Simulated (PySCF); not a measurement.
# C6H9BN2: the cost of one run

Computed with PySCF 2.14.0 and routines of our own; the level stands in each step. Atoms count from 0.

## (1) The system as given

18 atoms, charge 0, multiplicity 1; geometry from: GFN2-xTB.

## (2) Magnetic properties: GIAO B3LYP/pcSseg-1

What the job is given:

```
{"job": {"kind": "mag", "xc": "B3LYP", "basis": "pcSseg-1", "isotopologues": 0}, "charge": 0, "multiplicity": 1}
C     -3.287776     0.591658     0.692910
C     -2.727014    -0.068334    -0.140915
B     -1.983595    -0.915151    -1.206693
N     -0.523415    -1.281352    -0.505305
C      0.259204    -0.094493    -0.163636
C      1.506313    -0.418351     0.586409
C      2.670980     0.208064     0.418338
C      3.817444    -0.128326     1.164234
N      4.752828    -0.410685     1.763969
H     -3.800546     1.167980     1.409737
H     -1.731197    -0.303229    -2.199215
H     -2.503309    -1.970265    -1.410192
H     -0.015899    -1.885593    -1.145612
H     -0.748412    -1.810361     0.333361
H     -0.396519     0.540941     0.447703
H      0.478565     0.453335    -1.082920
H      1.429339    -1.209397     1.323373
H      2.794250     1.010355    -0.297203
```

Method: GIAO B3LYP/pcSseg-1 magnetisability, rotational g tensor and spin-rotation constants, non-relativistic, gas phase.

Launch:

```sh
$ OMP_NUM_THREADS=1 python excited_run.py task.json out
```

The driver reads the jobs from task.json and runs them one after another.

Q: Estimate the wall time and peak memory of this job on 1 thread of Arm Neoverse V1, shared host.

About 39 s, with a peak of 1 GiB.
